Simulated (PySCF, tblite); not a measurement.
# C₇H₇BO₂: geometry, infrared bands and NMR shifts

Aim: predict the infrared bands and NMR shifts of C₇H₇BO₂ (`Cc1ccc2c(c1)OBO2`).

Computed with tblite 0.8.0 and PySCF 2.14.0, with density-fitted response routines of our own, on a single molecule in the gas phase. Atoms count from 0, in the outputs and in this text.

**1. Starting geometry**

17 atoms, charge 0, multiplicity 1; geometry from: force field or distance geometry start.

Bonds of the start (Å): C0–C1 1.49, C1–C2 1.38, C2–C3 1.38, C3–C4 1.39, C4–C5 1.38, C5–C6 1.37, C5–O7 1.39, O7–B8 1.49, B8–O9 1.50, C6–C1 1.38, O9–C4 1.39, C0–H10 1.11, C0–H11 1.11, C0–H12 1.14, C2–H13 1.10, C3–H14 1.09, C6–H15 1.10, B8–H16 1.20.

**2. Geometry optimisation with GFN2-xTB**

The job: settings as JSON, then the geometry in Å.

```
{"job": {"kind": "relax", "xc": "GFN2-xTB", "basis": "xTB"}, "charge": 0, "multiplicity": 1}
C     -2.663800    -0.372200    -0.348200
C     -1.236200    -0.010500    -0.110000
C     -0.906700     1.164200     0.541000
C      0.421400     1.465200     0.737800
C      1.399100     0.563000     0.322800
C      1.065700    -0.614000    -0.323200
C     -0.262200    -0.897200    -0.531300
O      2.215700    -1.332100    -0.651100
B      3.393400    -0.543300    -0.184400
O      2.779900     0.672400     0.434800
H     -3.286500     0.494400    -0.644600
H     -2.761600    -1.161000    -1.122600
H     -3.065100    -0.848200     0.606600
H     -1.693600     1.863800     0.870500
H      0.667100     2.392100     1.247700
H     -0.521300    -1.842000    -1.023900
H      4.447700    -0.982500     0.168200
```

Run with:

```bash
> OMP_NUM_THREADS=1 python probes_run.py task.json out
```

This one command runs all jobs of the session in turn.

**Question.** This job is followed by: GFN2-xTB harmonic vibrations, gas phase; GIAO PBE0/pcSseg-1 NMR shielding, non-relativistic, gas phase. Predict these results of the whole session: strongest single infrared mode (GFN2-xTB); zero-point energy (GFN2-xTB); ¹³C shifts against TMS (PBE0/pcSseg-1); ¹H shifts against TMS (PBE0/pcSseg-1, means over atoms taken as alike); ¹⁷O shifts against H2O (PBE0/pcSseg-1); ¹¹B shifts against BF3·OEt2 (PBE0/pcSseg-1); surface potential, 1st and 99th percentile.

The runs gave:

| quantity | value |
| --- | --- |
| strongest single infrared mode (GFN2-xTB) | 1211 cm⁻¹, 123 km/mol |
| zero-point energy (GFN2-xTB) | 79.3 kcal/mol |
| ¹³C shifts against TMS (PBE0/pcSseg-1) | 155.9, 153.5, 137.9, 127.9, 118.1, 117.4, 24.2 ppm |
| ¹H shifts against TMS (PBE0/pcSseg-1, means over atoms taken as alike) | 7.53, 7.43, 7.33, 4.75, 2.59 ppm |
| ¹⁷O shifts against H2O (PBE0/pcSseg-1) | 225.4, 223.7 ppm |
| ¹¹B shifts against BF3·OEt2 (PBE0/pcSseg-1) | 26.3 ppm |
| surface potential, 1st and 99th percentile | -1.01 V and 1.01 V |

In words: Relaxing lowered the energy by 0.839 eV in 48 steps; the close pair that moved most is B8–O9, from 1.496 to 1.372 Å. No mode is imaginary among the 45: a minimum at this level. The strongest single mode, at 1211 cm⁻¹, is spread over many atoms; the largest shares are those of C4, H15. GFN2-xTB is a fitted tight-binding method: band positions and strengths are rough. Its intensities can rank the bands wrongly. NICS(1)zz of -28 ppm above the planar ring from C1 marks a diatropic (aromatic) ring current. By nearest atom (PBE0/pcSseg-1), the HOMO sits on C1, C4 about 21 % each; C2, C5 about 15 % each and the LUMO on C3, C6 about 20 % each; B8 10 %.
